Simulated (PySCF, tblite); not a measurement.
# C₄H₁₀O₂SSi: geometry, infrared bands and NMR shifts

Aim: predict the infrared bands and NMR shifts of C₄H₁₀O₂SSi (`COC[C@@H]1CO[SiH2]S1`).

Programs: tblite 0.8.0 and PySCF 2.14.0, with density-fitted response routines of our own. Each step states its level of theory. These are calculated values for one molecule in the gas phase, unless marked as measured. Atoms count from 0, in the outputs and in this text.

### Step 1. The molecule as given

18 atoms, charge 0, multiplicity 1; geometry from: force field or distance geometry start.

Bonds of the start (Å): C0–O1 1.37, O1–C2 1.35, C2–C3 1.50, C3–C4 1.47, C4–O5 1.33, O5–Si6 1.70, Si6–S7 2.16, S7–C3 1.84, C0–H8 1.10, C0–H9 1.12, C0–H10 1.12, C2–H11 1.12, C2–H12 1.12, C3–H13 1.10, C4–H14 1.12, C4–H15 1.13, Si6–H16 1.47, Si6–H17 1.45.

### Step 2. Relaxing the molecule with GFN2-xTB

Job settings and geometry (Å):

```
{"job": {"kind": "relax", "xc": "GFN2-xTB", "basis": "xTB"}, "charge": 0, "multiplicity": 1}
C      2.517100     0.232400    -0.063000
O      1.835600    -0.913100     0.235700
C      0.863800    -1.211700    -0.659000
C     -0.165300    -0.120700    -0.706200
C     -0.861300     0.161700     0.556600
O     -2.184200     0.056400     0.608100
Si    -2.934100     0.557600    -0.838100
S     -1.420700    -0.442400    -2.010600
H      1.921100     1.162400    -0.075700
H      2.980700     0.125500    -1.082100
H      3.373200     0.374800     0.643400
H      0.421200    -2.229900    -0.519700
H      1.352800    -1.199800    -1.666700
H      0.313900     0.790200    -1.083000
H     -0.548400     1.175500     0.928900
H     -0.428500    -0.534300     1.337800
H     -2.775700     1.990600    -1.103600
H     -4.270000     0.031000    -1.044000
```

Command:

```
OMP_NUM_THREADS=1 python probes_run.py task.json out
```

This one command runs all jobs of the session in turn.

**Question.** This job is followed by: GFN2-xTB harmonic vibrations, gas phase; GIAO PBE0/pcSseg-1 NMR shielding, non-relativistic, gas phase. Predict these results of the whole session: strongest single infrared mode (GFN2-xTB); zero-point energy (GFN2-xTB); 13C shifts against TMS (PBE0/pcSseg-1); 1H shifts against TMS (PBE0/pcSseg-1, means over atoms taken as alike); 17O shifts against H2O (PBE0/pcSseg-1); 29Si shifts against TMS (PBE0/pcSseg-1); 33S shifts against CS2 (PBE0/pcSseg-1).

The runs gave:

```
                                                              quantity                                               value
                             strongest single infrared mode (GFN2-xTB)                               2350 cm⁻¹, 297 km/mol
                                          zero-point energy (GFN2-xTB)                                       85.9 kcal/mol
                                13C shifts against TMS (PBE0/pcSseg-1)                          78.4, 75.0, 59.3, 48.6 ppm
1H shifts against TMS (PBE0/pcSseg-1, means over atoms taken as alike)  5.58, 5.45, 4.68, 3.98, 3.92, 3.78, 3.50, 3.47 ppm
                                17O shifts against H2O (PBE0/pcSseg-1)                                      42.2, 26.4 ppm
                               29Si shifts against TMS (PBE0/pcSseg-1)                                             5.3 ppm
                                33S shifts against CS2 (PBE0/pcSseg-1)                                            -152 ppm
```

The optimisation took 75 steps and gained 0.890 eV; among the close pairs (by a distance rule), O5–Si6 changed most, from 1.704 to 1.624 Å. No mode is imaginary among the 48: a minimum at this level. The strongest single mode, at 2350 cm⁻¹, moves mainly H17. GFN2-xTB is a fitted tight-binding method: band positions and strengths are rough. Its intensities can rank the bands wrongly. At PBE0/pcSseg-1: Shielding is most anisotropic at S7 (span 401 ppm, paramagnetic term -403 ppm).
